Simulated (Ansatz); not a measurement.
# CAM-B3LYP/def2-SVP (core potential) run of CH5FOSn (SMILES [CH3][SnH]([OH])[F])

What is the energy change on altering one bond length of CH5FOSn at CAM-B3LYP/def2-SVP (core potential)? 

The calculation is run with Ansatz 0.2.0.

116 further runs of the same task are left out: 116 set aside as unsound or not needed.

### Step 1. The system as given

The species is CH5FOSn (9 atoms), meant as a singlet with charge 0. SMILES: `[CH3][SnH]([OH])[F]`. The shape is that of a PBE0-D4/def2-TZVP optimisation. This is one conformer, not always the lowest.

Bond lengths: C1–Sn2 2.120 Å, Sn2–O3 1.954 Å, Sn2–F4 1.928 Å, C1–H5 1.090 Å, C1–H6 1.090 Å, C1–H7 1.090 Å, Sn2–H8 1.697 Å, O3–H9 0.960 Å. Some angles: C1–Sn2–O3 112.2°, C1–Sn2–F4 104.4°, O3–Sn2–F4 104.6°, C1–Sn2–H8 121.5°, O3–Sn2–H8 105.6°, F4–Sn2–H8 107.3°, Sn2–C1–H5 109.8°, Sn2–C1–H6 110.0°, Sn2–C1–H7 108.7°, Sn2–O3–H9 113.8°.

### Step 2. A single-point energy at CAM-B3LYP/def2-SVP (core potential)

Input file run.yaml:

```yaml
crystal:
  periodic: [false, false, false]
  atoms:
    - {symbol: C, position_ang: [-0.348000, 1.320900, -0.172600]}
    - {symbol: Sn, position_ang: [-0.271200, -0.757400, 0.237600]}
    - {symbol: O, position_ang: [1.527400, -1.346400, 0.725000]}
    - {symbol: F, position_ang: [-0.613200, -1.596000, -1.464600]}
    - {symbol: H, position_ang: [-1.361700, 1.603400, -0.455800]}
    - {symbol: H, position_ang: [-0.043600, 1.885400, 0.708500]}
    - {symbol: H, position_ang: [0.329800, 1.539100, -0.997600]}
    - {symbol: H, position_ang: [-1.308700, -1.477000, 1.371800]}
    - {symbol: H, position_ang: [2.177700, -1.218400, 0.030600]}
basis:
  gaussian:
    orbitals: def2-SVP
hamiltonian:
  xc: {name: CAM-B3LYP}
accuracy: high
output: {orbitals: {seedname: orbitals}}
```

Command:

```bash
$ ansatz run run.yaml --threads 1 --pin off --max-ram 3480MiB --events-out events.jsonl --progress --plain --runs-dir runs
```

Log:

```text
Warning: RAYON_NUM_THREADS=1 ignored (pool sized by the plan → 1); use --threads N
Functional definition: CAM-B3LYP
  name "CAM-B3LYP"
  parameter alpha = 0.19
  parameter beta = 0.46
  parameter omega = 0.33/bohr
  parameter ac = 0.81
  exchange = (1 - alpha - beta)*b88_x + beta*b88_x_sr(omega) + alpha*exact_x + beta*exact_x_lr(omega)
  correlation = (1 - ac)*vwn5_c + ac*lyp_c
2210 factors; integrals over basis functions are off by at most 3.4e-9 eV
442 factors; integrals over basis functions are off by at most 2.6e-9 eV
mean field evaluation 1: about -11698.9004 eV, gradient 6.7e1 eV
mean field evaluation 2: about -11693.2995 eV, gradient 8.9e1 eV
mean field evaluation 4: about -11707.4493 eV, gradient 2.8e0 eV
mean field evaluation 8: about -11707.5820 eV, gradient 1.9e-1 eV
mean field evaluation 16: about -11707.5821 eV, gradient 1.7e-5 eV
mean field -11707.58212599 eV, -430.2457074458 hartree, gradient 3.1e-8 eV, S^2 0.000000; 0 other end points of the search recorded, 0 dependent functions left out
reference -11707.58214659 eV, -430.2457082030 hartree; 25, 25 occupied and 68, 68 virtual orbitals, 2210 factors
Total energy: -11707.58214659 eV, -430.2457082030 hartree
```

Wall time 11 s (1 thread of Arm Neoverse V1, shared host); peak memory 0.39 GiB.

### Step 3. The distorted shape, same level

Input file input.yaml:

```yaml
crystal:
  periodic: [false, false, false]
  atoms:
    - symbol: C
      position_ang: [-0.245395, 1.572492, 0.338083]
    - symbol: Sn
      position_ang: [-0.168595, -0.505808, 0.748283]
    - symbol: O
      position_ang: [1.630005, -1.094808, 1.235683]
    - symbol: F
      position_ang: [-0.613200, -1.596000, -1.464600]
    - symbol: H
      position_ang: [-1.259095, 1.854992, 0.054883]
    - symbol: H
      position_ang: [0.059005, 2.136992, 1.219183]
    - symbol: H
      position_ang: [0.432405, 1.790692, -0.486917]
    - symbol: H
      position_ang: [-1.206095, -1.225408, 1.882483]
    - symbol: H
      position_ang: [2.280305, -0.966808, 0.541283]
basis:
  gaussian:
    orbitals: def2-SVP
hamiltonian:
  xc: {name: CAM-B3LYP}
accuracy: high
output:
  orbitals: {seedname: orbitals}
```

Command:

```bash
$ ansatz run input.yaml --threads 1 --pin off --max-ram 3480MiB --events-out events.jsonl --progress --plain --runs-dir runs
```

Log:

```text
Warning: RAYON_NUM_THREADS=1 ignored (pool sized by the plan → 1); use --threads N
Functional definition: CAM-B3LYP
  name "CAM-B3LYP"
  parameter alpha = 0.19
  parameter beta = 0.46
  parameter omega = 0.33/bohr
  parameter ac = 0.81
  exchange = (1 - alpha - beta)*b88_x + beta*b88_x_sr(omega) + alpha*exact_x + beta*exact_x_lr(omega)
  correlation = (1 - ac)*vwn5_c + ac*lyp_c
2171 factors; integrals over basis functions are off by at most 7.4e-9 eV
454 factors; integrals over basis functions are off by at most 2.3e-9 eV
mean field evaluation 1: about -11695.7080 eV, gradient 7.1e1 eV
mean field evaluation 2: about -11677.8836 eV, gradient 1.2e2 eV
mean field evaluation 4: about -11705.6860 eV, gradient 6.3e0 eV
mean field evaluation 8: about -11705.8600 eV, gradient 7.8e-1 eV
mean field evaluation 16: about -11705.8617 eV, gradient 2.8e-4 eV
mean field -11705.86168340 eV, -430.1824823471 hartree, gradient 1.6e-8 eV, S^2 0.000000; 0 other end points of the search recorded, 0 dependent functions left out
reference -11705.86170414 eV, -430.1824831091 hartree; 25, 25 occupied and 68, 68 virtual orbitals, 2171 factors
Total energy: -11705.86170414 eV, -430.1824831091 hartree
```

It took 11 s on 1 thread of Arm Neoverse V1, shared host; peak memory 0.38 GiB.

### Step 4. What came out

At CAM-B3LYP/def2-SVP (core potential):

| quantity | value |
| --- | --- |
| first shape: total energy | -430.24571 Eh |
| first shape: HOMO energy | -9.65 eV |
| first shape: LUMO energy | 0.99 eV |
| first shape: HOMO–LUMO gap | 10.64 eV |
| distorted shape: total energy | -430.18248 Eh |
| distorted shape: HOMO energy | -9.23 eV |
| distorted shape: LUMO energy | -0.81 eV |
| distorted shape: HOMO–LUMO gap | 8.42 eV |
| energy change with the Sn2–F4 bond stretched from 1.928 to 2.507 Å | 1.720 eV |

In words: With the Sn2–F4 bond stretched from 1.928 to 2.507 Å the energy rises by 1.72 eV (40 kcal/mol). The first shape isn't relaxed at this level, so the change isn't measured from a minimum.
